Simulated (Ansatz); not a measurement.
# SbH₃O (SMILES [OH][SbH2]): single points off equilibrium

An exercise on one series of results from a longer session: the logs are not shown, and one member is left open.

The runs use Ansatz 0.2.0, Gaussian basis; single points in def2-TZVPP.

Cores are frozen in the correlated methods. Filled d shells of the heavier atoms are correlated. Core potentials replace the inner electrons past krypton, and spin-orbit coupling is left out.

### Starting geometry

SMILES `[OH][SbH2]`, 5 atoms, charge 0, spin multiplicity 1.

Atoms are counted from 1 here; the program's logs count them from 0.

Bond lengths: O1–Sb2 1.812 Å, O1–H3 0.953 Å, Sb2–H4 1.722 Å, Sb2–H5 1.535 Å. Angles: Sb2–O1–H3 123.3°, O1–Sb2–H4 100.6°, O1–Sb2–H5 94.1°, H4–Sb2–H5 94.2°.

As a file:

```xyz
5

O     0.63360   -0.62650    0.70160
Sb    0.02710    0.21790   -0.78250
H     0.64030   -1.57410    0.79870
H    -1.67200    0.16790   -0.50510
H     0.19690    1.62250   -0.18740
```

Set-up of the first run:

The input, run/in.yaml:

```yaml
crystal:
  periodic: [false, false, false]
  atoms:
    - {symbol: O, position_ang: [0.633600, -0.626500, 0.701600]}
    - {symbol: Sb, position_ang: [0.027100, 0.217900, -0.782500]}
    - {symbol: H, position_ang: [0.640300, -1.574100, 0.798700]}
    - {symbol: H, position_ang: [-1.672000, 0.167900, -0.505100]}
    - {symbol: H, position_ang: [0.196900, 1.622500, -0.187400]}
basis:
  gaussian: {orbitals: def2-TZVPP}
correlation: {method: ccsd_t}
output: {forces: true}
```

No record of the launch command was kept for these runs.

Among the steps run: CCSD(T)/def2-TZVPP; PBE0-D4/def2-TZVPP; wB97M-V/def2-TZVPP; r2SCAN-D4/def2-TZVPP; PBE-D4/def2-TZVPP; CAM-B3LYP-D4/def2-TZVPP; BLYP-D4/def2-TZVPP.

One of the session's tables, all rows but one given; the rest of the session is left out.

| method | RMS force component (eV/Å) | angle to CCSD(T) forces (°) | dipole (D) |
| --- | --- | --- | --- |
| CCSD(T) | 2.190 | reference | 0.96 |
| PBE0-D4 | 2.211 | 2.8 | 0.95 |
| wB97M-V | 2.199 | 1.0 | 0.98 |
| r2SCAN-D4 | 2.255 | 2.8 | 0.96 |
| PBE-D4 | 2.396 | 5.6 | 0.96 |
| CAM-B3LYP-D4 | 2.195 | 1.8 | 1.02 |
| BLYP-D4 | ? | ? | ? |

Q: Estimate the row for BLYP-D4 from the others.

**Answer.** RMS force component (eV/Å): 2.510; angle to CCSD(T) forces (°): 6.0; dipole (D): 1.04. In the column «RMS force component (eV/Å)» it is the highest.
